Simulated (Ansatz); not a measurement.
# Ta2GeN4: the cost of one run

Computed with Ansatz 0.2.0 (DFT PBE, scalar-relativistic, plane waves, PAW, unless a step's input says otherwise).

**1. Starting point**

It takes space group P2/m (No. 10, monoclinic). Conventional cell: a = 5.316 Å, b = 3.028 Å, c = 5.589 Å, α = 90.00°, β = 91.74°, γ = 90.00°. Ta (site symmetry 2/m) is surrounded by 4 N at 2.07 Å. Around Ta (site symmetry 2/m) lie 6 N at 2.10 to 2.40 Å. Around Ge (site symmetry 2/m) lie 6 N at 2.19 to 2.33 Å. N (site symmetry m) is surrounded by 2 Ta at 2.10 Å and 2 Ge at 2.33 Å. N (site symmetry m) has 3 Ta at 2.07 to 2.40 Å and 1 Ge at 2.19 Å in its first shell of neighbours.

As a file:

```
Ta Ge N
1.0
     5.31585    0.00000    0.00000
     0.00000    3.02820    0.00000
    -0.16934    0.00000    5.58613
Ta Ge N
2 1 4
Direct
  0.50000 0.50000 0.50000
  0.00000 0.00000 0.00000
  0.50000 0.00000 0.00000
  0.79092 0.50000 0.16280
  0.20908 0.50000 0.83720
  0.29501 0.00000 0.33478
  0.70499 0.00000 0.66522
```

A structure generator made this guess: species swapped into a database cell of MgMn2S4 (P2/m, No. 10), with Ge on the Mg sites, Ta on the Mn sites and N on the S sites. The dimensions are guesses.

**2. The guess as it stands, on a coarse mesh**

input.yaml

```yaml
crystal:
  lattice:
    - [5.31584568, 0.0, 0.0]
    - [0.0, 3.02819746, 0.0]
    - [-0.16934275, 0.0, 5.58612664]
  atoms:
    - { symbol: Ta, position: [0.5, 0.5, 0.5] }
    - { symbol: Ta, position: [0.0, 0.0, 0.0] }
    - { symbol: Ge, position: [0.5, 0.0, 0.0] }
    - { symbol: "N", position: [0.79092401, 0.5, 0.16280299] }
    - { symbol: "N", position: [0.20907599, 0.5, 0.83719701] }
    - { symbol: "N", position: [0.295008, 0.0, 0.334782] }
    - { symbol: "N", position: [0.704992, 0.0, 0.665218] }
basis:
  ecutwfc: 420
kpoints:
  mp_grid: { grid: [4, 6, 4] }
hamiltonian:
  xc: pbe
scf:
  occupations: { method: gaussian, width: 0.1 }
  lower_state_search: "off"
output:
  forces: true
  stress: true
  eigenvalues: true
```

On the command line:

```console
$ ansatz run input.yaml --threads 1 --pin off --max-ram 2560MiB --backend cpu --events-out ev --progress --plain --runs-dir out
```

What time and memory should one allow on 1 thread of Intel Xeon Platinum 8488C (Sapphire Rapids), shared host?

About 4.7 s, with a peak of 0.47 GiB.
